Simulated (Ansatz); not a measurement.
# C (Diamond): further runs on the relaxed cell

One table from this session's results is given with a row withheld; the runs are named, their logs left out.

Program: Ansatz 0.2.0. Level of theory: DFT PBE, scalar-relativistic, plane waves, PAW. These are calculated values, not measurements.

1 further run of the same task is left out (set aside as unsound or not needed).

**The structure to begin with**

The structure is cubic, space group Fd-3m (No. 227). Conventional cell: a = 3.571 Å, b = 3.571 Å, c = 3.571 Å, α = 90.00°, β = 90.00°, γ = 90.00°. Around C (site symmetry -43m) lie 4 C at 1.55 Å.

Structure file:

```
CELL_PARAMETERS angstrom
0.00000 1.78574 1.78574
1.78574 0.00000 1.78574
1.78574 1.78574 0.00000
ATOMIC_POSITIONS crystal
C 0.00000 0.00000 0.00000
C 0.25000 0.25000 0.25000
```

It is the result of an earlier relaxation at this level (volume 5.69 Å³/atom; gap on the mesh: 4.15 eV).

Set-up of the first run:

File input.yaml:

```yaml
crystal:
  lattice:
    - [0.0, 1.7857368678, 1.7857368678]
    - [1.7857368678, 0.0, 1.7857368678]
    - [1.7857368678, 1.7857368678, 0.0]
  atoms:
    - { symbol: C, position: [0.0, 0.0, 0.0] }
    - { symbol: C, position: [0.25, 0.25, 0.25] }
basis:
  ecutwfc: 420
kpoints:
  mp_grid: { grid: [12, 12, 12] }
  band_path: { path: [VBM, CBM], npoints: 2 }
hamiltonian:
  xc: pbe
scf:
  occupations: { method: gaussian, width: 0.02 }
output:
  forces: false
  stress: false
  eigenvalues: true
checkpoint:
  read: start.run
  write: ck
  compress: false
  write_wavefunctions: false
  write_every: 100000
```

Launch:

```
$ ansatz run input.yaml --threads 1 --pin off --max-ram 2560MiB --backend cpu --events-out ev --progress --plain --runs-dir out
```

Among the steps run: Seeking the band edges over the whole zone; Levels beside the edges; Back to the database's cell; Volume × 0.97; The cell scaled to 1.03 of its volume; The cell scaled to 0.94 of its volume; Volume × 1.06; Point at V/V0 = 0.91; Point at V/V0 = 1.10; Volume × 0.88.

One table of the session follows, with a row left open; its other results are not shown here.

It belongs to the step «Fit of the equation of state». 

| volume (Å³/atom) | energy above the lowest point (meV/atom) | pressure (GPa) | gap on the mesh (eV) |
| --- | --- | --- | --- |
| 5.011 | 135.2 | 69.98 | 4.46 |
| 5.182 | ? | ? | ? |
| 5.353 | 30.6 | 30.07 | 4.29 |
| 5.524 | 7.3 | 13.99 | 4.22 |
| 5.694 | 0.0 | 0.04 | 4.15 |
| 5.865 | 6.5 | -12.08 | 4.09 |
| 6.036 | 25.1 | -22.59 | 4.02 |
| 6.264 | 66.0 | -34.48 | 3.94 |

Q: Estimate the row for volume (Å³/atom) = 5.182 from the others.

Worked estimate for «energy above the lowest point (meV/atom)». A straight line through the neighbours (5.011, 135.2) and (5.353, 30.6) gives 135.2 + (30.6 − 135.2) × (5.182 − 5.011) / (5.353 − 5.011) = 82.9; a parabola fitted to 3 rows on both sides gives 73.2.

The run gave: energy above the lowest point (meV/atom): 72.3; pressure (GPa): 48.59; gap on the mesh (eV): 4.37. In «energy above the lowest point (meV/atom)» the line misses by +10.6 and the parabola by +0.9.

Caveats from the session: Absorption along x passes 10⁴ cm⁻¹ at 5.6 eV, beside a least direct gap of 5.58 eV on the SCF mesh; the indirect gap of 4.15 eV gives no absorption without phonons.
